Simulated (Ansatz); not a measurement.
# MnS: the cost of one run

Computed with Ansatz 0.2.0 (DFT PBE, PAW, plane waves, scalar-relativistic, unless a step's input says otherwise).

## Step 1: The starting structure

It takes space group Fm-3m (No. 225, cubic). Conventional cell: a = 5.224 Å, b = 5.224 Å, c = 5.224 Å, α = 90.00°, β = 90.00°, γ = 90.00°. Around Mn (site symmetry m-3m) lie 6 S at 2.61 Å. Around S (site symmetry m-3m) lie 6 Mn at 2.61 Å.

Structure file:

```
CELL_PARAMETERS angstrom
0.00000 5.22450 5.22450
2.61225 0.00000 2.61225
2.61225 2.61225 0.00000
ATOMIC_POSITIONS crystal
Mn 0.00000 0.00000 0.00000
Mn 0.50000 0.00000 0.00000
S 0.25000 0.50000 0.50000
S 0.75000 0.50000 0.50000
```

In tables a label like S4 counts atoms in the order of input.yaml; a structure file may count by element.

Planned first: parallel moments, plain SCF; opposed moments +-, plain SCF; no spin polarisation; spin on, no moments given (the program may seed its own), plain SCF. Further starts follow from what these give.

A plain SCF has the search for lower states switched off and ends at the first converged state. 

Moments by site are taken inside atomic spheres; the rest lies between them.

## Step 2: Parallel moments, plain SCF

input.yaml

```yaml
crystal:
  lattice:
    - [0.0, 5.2245, 5.2245]
    - [2.61225, 0.0, 2.61225]
    - [2.61225, 2.61225, 0.0]
  atoms:
    - { symbol: Mn, position: [0.0, 0.0, 0.0], spin: 4.5 }
    - { symbol: Mn, position: [0.5, 0.0, 0.0], spin: 4.5 }
    - { symbol: S, position: [0.25, 0.5, 0.5] }
    - { symbol: S, position: [0.75, 0.5, 0.5] }
magnetization:
  spin_polarized: true
hamiltonian:
  xc: pbe
  pseudopotentials: { kind: paw }
basis:
  ecutwfc: 420
kpoints:
  mp_grid: { grid: [3, 6, 6] }
scf:
  occupations: { method: fermi_dirac, width: 0.05 }
  lower_state_search: "off"
output:
  forces: true
  stress: true
```

What time and memory should one allow on 2 threads of an x86-64 CPU, shared host?

About 2 s, with a peak of 0.41 GiB.
